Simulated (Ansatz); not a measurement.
# IrAs: the cost of one run

Program: Ansatz 0.2.0. Level of theory: DFT PBEsol, scalar-relativistic, plane waves, PAW. These are calculated values, not measurements.

2 further runs of the same task are left out: 2 that didn't finish.

### Step 1. The starting structure

It takes space group P4_2/mmc (No. 131, tetragonal). Conventional cell: a = 2.916 Å, b = 2.916 Å, c = 7.754 Å, α = 90.00°, β = 90.00°, γ = 90.00°. Around Ir (site symmetry mmm) lie 4 As at 2.43 Å. As (site symmetry -4m2) has 4 Ir at 2.43 Å as nearest neighbours.

Structure file:

```cif
data_structure
_symmetry_space_group_name_H-M 'P 1'
_symmetry_Int_Tables_number 1
_cell_length_a 2.9162
_cell_length_b 2.9162
_cell_length_c 7.7543
_cell_angle_alpha 90.000
_cell_angle_beta 90.000
_cell_angle_gamma 90.000
_cell_volume 65.94
loop_
_atom_site_label
_atom_site_type_symbol
_atom_site_fract_x
_atom_site_fract_y
_atom_site_fract_z
_atom_site_occupancy
Ir1 Ir 0.00000 0.50000 0.00000 1
Ir2 Ir 0.50000 0.00000 0.50000 1
As1 As 0.00000 0.00000 0.25000 1
As2 As 0.00000 0.00000 0.75000 1
```

An earlier run at PBEsol left this cell at 16.486 Å³/atom and 0.00 GPa (8×8×8 mesh).

Volume factors to run: 0.980, 1.020, 0.960, 1.040.

### Step 2. At 0.980 of the relaxed volume

input.yaml reads:

```yaml
crystal:
  lattice:
    - [2.8966308765, 0.0, 0.0]
    - [0.0, 2.8966308765, 0.0]
    - [0.0, 0.0, 7.7022618089]
  atoms:
    - { symbol: Ir, position: [0.0, 0.5, 0.0] }
    - { symbol: Ir, position: [0.5, 0.0, 0.5] }
    - { symbol: As, position: [0.0, 0.0, 0.25] }
    - { symbol: As, position: [0.0, 0.0, 0.75] }
basis:
  ecutwfc: 420
  ecutrho_ratio: 4
kpoints:
  mp_grid: { grid: [8, 8, 8] }
hamiltonian:
  xc: pbesol
scf:
  occupations: { method: gaussian, width: 0.05 }
output:
  forces: true
  stress: true
  eigenvalues: true
relax:
  f_tol: 0.01
  max_steps: 40
  cell: { stress_tol: 0.1, fix: [volume] }
```

Command:

```bash
$ ansatz run input.yaml --threads 4 --pin off --max-ram 4096MiB --backend cpu --events-out ev --progress --plain --runs-dir out
```

What time and memory should one allow on 4 threads of Arm Neoverse N1, shared host?

About 19 s, with a peak of 0.5 GiB.
